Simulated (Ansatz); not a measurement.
# La4ZrO: the cost of one run

Program: Ansatz 0.2.0. Level of theory: DFT PBE, scalar-relativistic, plane waves, PAW. These are calculated values, not measurements.

## (1) The starting structure

The structure is cubic, space group F-43m (No. 216). Conventional cell: a = 8.200 Å, b = 8.200 Å, c = 8.200 Å, α = 90.00°, β = 90.00°, γ = 90.00°. La (site symmetry 3m) has 6 La at 2.88 to 2.92 Å and 3 O at 3.40 Å and 3 Zr at 3.40 Å in its first shell of neighbours. Around Zr (site symmetry -43m) lie 12 La at 3.40 Å and 4 O at 3.55 Å. O (site symmetry -43m) is surrounded by 12 La at 3.40 Å and 4 Zr at 3.55 Å.

Coordinates:

```xyz
6
Lattice="0.0000 4.1001 4.1001 4.1001 0.0000 4.1001 4.1001 4.1001 0.0000" Properties=species:S:1:pos:R:3 pbc="T T T"
La    3.0679    5.1322    5.1322
La    3.0679    3.0679    3.0679
La    5.1322    3.0679    5.1322
La    5.1322    5.1322    3.0679
Zr    6.1501    6.1501    6.1501
O     0.0000    0.0000    0.0000
```

A structure generator made this guess: species swapped into a database cell of YbCdCu4 (F-43m, No. 216), with Zr on the Yb sites, O on the Cd sites and La on the Cu sites. Its size is a rough estimate.

## (2) A first look at the guess

input.yaml reads:

```yaml
crystal:
  lattice:
    - [0.0, 4.10006101, 4.10006101]
    - [4.10006101, 0.0, 4.10006101]
    - [4.10006101, 4.10006101, 0.0]
  atoms:
    - { symbol: La, position: [0.87760997, 0.37413001, 0.37413001] }
    - { symbol: La, position: [0.37413001, 0.37413001, 0.37413001] }
    - { symbol: La, position: [0.37413001, 0.87760997, 0.37413001] }
    - { symbol: La, position: [0.37413001, 0.37413001, 0.87760997] }
    - { symbol: Zr, position: [0.75, 0.75, 0.75] }
    - { symbol: O, position: [0.0, 0.0, 0.0] }
basis:
  ecutwfc: 420
kpoints:
  mp_grid: { grid: [4, 4, 4] }
hamiltonian:
  xc: pbe
scf:
  occupations: { method: gaussian, width: 0.1 }
  lower_state_search: "off"
output:
  forces: true
  stress: true
  eigenvalues: true
```

The run is started by

```sh
$ ansatz run input.yaml --threads 1 --pin off --max-ram 2560MiB --backend cpu --events-out ev --progress --plain --runs-dir out
```

**Question.** How long does this run take on 1 thread of Intel Xeon at 2.50GHz (Skylake/Cascade Lake), shared host, and how much memory does it need?

About 10 s, with a peak of 0.4 GiB.
